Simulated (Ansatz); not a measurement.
# Ge2H5Cl: how energies converge with the basis set

The task here is to estimate one member of a computed series from the others.

Program: Ansatz 0.2.0, Gaussian basis. Level of theory: one geometry, several basis sets. These are calculated values, not measurements.

Levels to be run: PBE0-D4/def2-SVP; ωB97M-V/def2-SVP; PBE0-D4/def2-QZVPP; ωB97M-V/def2-QZVPP; the functionals' def2-TZVPP values are taken from earlier runs.

## The geometry

All runs share one geometry, relaxed beforehand with PBE0-D4 in a triple-zeta def2 set.

SMILES `[Cl][GeH2][GeH3]`, 8 atoms, charge 0, spin multiplicity 1.

Atoms are counted from 1 here; the program's logs count them from 0.

Bond lengths: Cl1–Ge2 2.167 Å, Ge2–Ge3 2.422 Å, Ge2–H4 1.537 Å, Ge2–H5 1.537 Å, Ge3–H6 1.534 Å, Ge3–H7 1.537 Å, Ge3–H8 1.534 Å. Angles: Cl1–Ge2–Ge3 106.9°, Cl1–Ge2–H4 106.1°, Cl1–Ge2–H5 106.1°, Ge3–Ge2–H4 113.6°, Ge3–Ge2–H5 113.6°, H4–Ge2–H5 109.9°, Ge2–Ge3–H6 109.1°, Ge2–Ge3–H7 109.7°, Ge2–Ge3–H8 109.1°, H6–Ge3–H7 109.5°, H6–Ge3–H8 109.9°, H7–Ge3–H8 109.5°.

Set-up of the first run:

Contents of in.yaml:

```yaml
crystal:
  periodic: [false, false, false]
  atoms:
    - {symbol: Cl, position_ang: [-2.334580, 1.256070, -0.168812]}
    - {symbol: Ge, position_ang: [-0.406287, 0.607762, -0.914672]}
    - {symbol: Ge, position_ang: [0.627055, -0.697493, 0.844548]}
    - {symbol: H, position_ang: [-0.691863, -0.198302, -2.191816]}
    - {symbol: H, position_ang: [0.367737, 1.888317, -1.266031]}
    - {symbol: H, position_ang: [0.794350, 0.181718, 2.090378]}
    - {symbol: H, position_ang: [2.004916, -1.196214, 0.379688]}
    - {symbol: H, position_ang: [-0.269027, -1.898959, 1.171015]}
basis:
  gaussian: {orbitals: def2-SVP}
hamiltonian: {xc: pbe0, dispersion: d4}
output: {orbitals: {seedname: orbitals}}
```

Started as:

```
> ansatz run in.yaml --threads 4 --pin off --events-out ev --progress --plain --max-ram 10444MiB
```

Among the steps run: PBE0-D4 in def2-SVP; ωB97M-V in def2-SVP; PBE0-D4 in def2-QZVPP; ωB97M-V in def2-QZVPP.

One table of the session follows, with a row left open; its other results are not shown here.

It belongs to the step «Density functionals: the series». 

```
functional       basis  HOMO (eV)
   PBE0-D4    def2-SVP      -7.99
   PBE0-D4  def2-TZVPP          ?
   PBE0-D4  def2-QZVPP      -8.10
   ωB97M-V    def2-SVP     -10.01
   ωB97M-V  def2-TZVPP     -10.14
   ωB97M-V  def2-QZVPP     -10.15
```

**Question.** Estimate the row for PBE0-D4, def2-TZVPP.

As computed: HOMO (eV): -8.09. In the column «HOMO (eV)» it lies between PBE0-D4, def2-QZVPP (-8.10) and PBE0-D4, def2-SVP (-7.99).
